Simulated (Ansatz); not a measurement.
# C₆H₅Cl₃Ge: basis-set convergence

Aim: see how fast density functionals converge with the basis set for C₆H₅Cl₃Ge.

Computed with Ansatz 0.2.0, Gaussian basis. Level: one geometry, several basis sets.

Plan: PBE0-D4/def2-SVP; ωB97M-V/def2-SVP; PBE0-D4/def2-QZVPP; ωB97M-V/def2-QZVPP; the functionals' def2-TZVPP values are taken from earlier runs.

## Step 1: The relaxed structure

The geometry comes from an earlier relaxation with PBE0-D4 in a triple-zeta def2 set; it is a stationary point, not always the lowest conformer.

SMILES `[Cl][Ge]([Cl])([Cl])[c]1ccccc1`, 15 atoms, charge 0, spin multiplicity 1.

Atoms are counted from 1 here; the program's logs count them from 0.

Bond lengths: Cl1–Ge2 2.135 Å, Ge2–Cl3 2.137 Å, Ge2–Cl4 2.135 Å, Ge2–C5 1.922 Å, C5–C6 1.391 Å, C5–C10 1.391 Å, C6–C7 1.386 Å, C6–H11 1.084 Å, C7–C8 1.387 Å, C7–H12 1.084 Å, C8–C9 1.387 Å, C8–H13 1.084 Å, C9–C10 1.386 Å, C9–H14 1.084 Å, C10–H15 1.084 Å. Angles: Cl1–Ge2–Cl3 106.8°, Cl1–Ge2–Cl4 108.6°, Cl1–Ge2–C5 111.1°, Cl3–Ge2–Cl4 106.8°, Cl3–Ge2–C5 112.4°, Cl4–Ge2–C5 111.1°, Ge2–C5–C6 119.9°, Ge2–C5–C10 119.9°, C6–C5–C10 120.2°, C5–C6–C7 119.7°, C5–C6–H11 120.4°, C7–C6–H11 119.8°, C6–C7–C8 120.0°, C6–C7–H12 119.8°, C8–C7–H12 120.2°, C7–C8–C9 120.2°, C7–C8–H13 119.9°, C9–C8–H13 119.9° and more.

## Step 2: PBE0-D4 in def2-SVP

in.yaml

```yaml
crystal:
  periodic: [false, false, false]
  atoms:
    - {symbol: Cl, position_ang: [-1.463793, -3.209674, -1.358338]}
    - {symbol: Ge, position_ang: [0.366377, -2.138456, -1.108072]}
    - {symbol: Cl, position_ang: [1.671819, -3.402761, 0.015365]}
    - {symbol: Cl, position_ang: [1.265832, -1.872042, -3.026322]}
    - {symbol: C, position_ang: [0.065021, -0.447293, -0.245443]}
    - {symbol: C, position_ang: [0.909961, 0.625788, -0.509437]}
    - {symbol: C, position_ang: [0.707743, 1.835268, 0.136677]}
    - {symbol: C, position_ang: [-0.334133, 1.972884, 1.042145]}
    - {symbol: C, position_ang: [-1.178004, 0.903383, 1.303679]}
    - {symbol: C, position_ang: [-0.981176, -0.308747, 0.660894]}
    - {symbol: H, position_ang: [1.719352, 0.524342, -1.223934]}
    - {symbol: H, position_ang: [1.363647, 2.672742, -0.070335]}
    - {symbol: H, position_ang: [-0.491552, 2.920455, 1.544411]}
    - {symbol: H, position_ang: [-1.994375, 1.013244, 2.007878]}
    - {symbol: H, position_ang: [-1.648621, -1.139833, 0.860229]}
basis:
  gaussian: {orbitals: def2-SVP}
hamiltonian: {xc: pbe0, dispersion: d4}
output: {orbitals: {seedname: orbitals}}
```

Run with:

```bash
ansatz run in.yaml --threads 4 --pin off --events-out ev --progress --plain --max-ram 66560MiB --backend cpu
```

After this run come: ωB97M-V in def2-SVP; PBE0-D4 in def2-QZVPP; ωB97M-V in def2-QZVPP.

Q: Predict the results of all the runs planned. Wanted: PBE0-D4: double and triple zeta above quadruple; ωB97M-V: double and triple zeta above quadruple.

The runs gave:

| quantity | value |
| --- | --- |
| PBE0-D4: double and triple zeta above quadruple | 29.35, 2.62 eV |
| ωB97M-V: double and triple zeta above quadruple | 29.30, 2.50 eV |

In words: PBE0-D4 gains 26.73 eV from double to triple zeta, then 2.62 eV more. Total energies overstate the basis error of differences, where much of it tends to cancel.
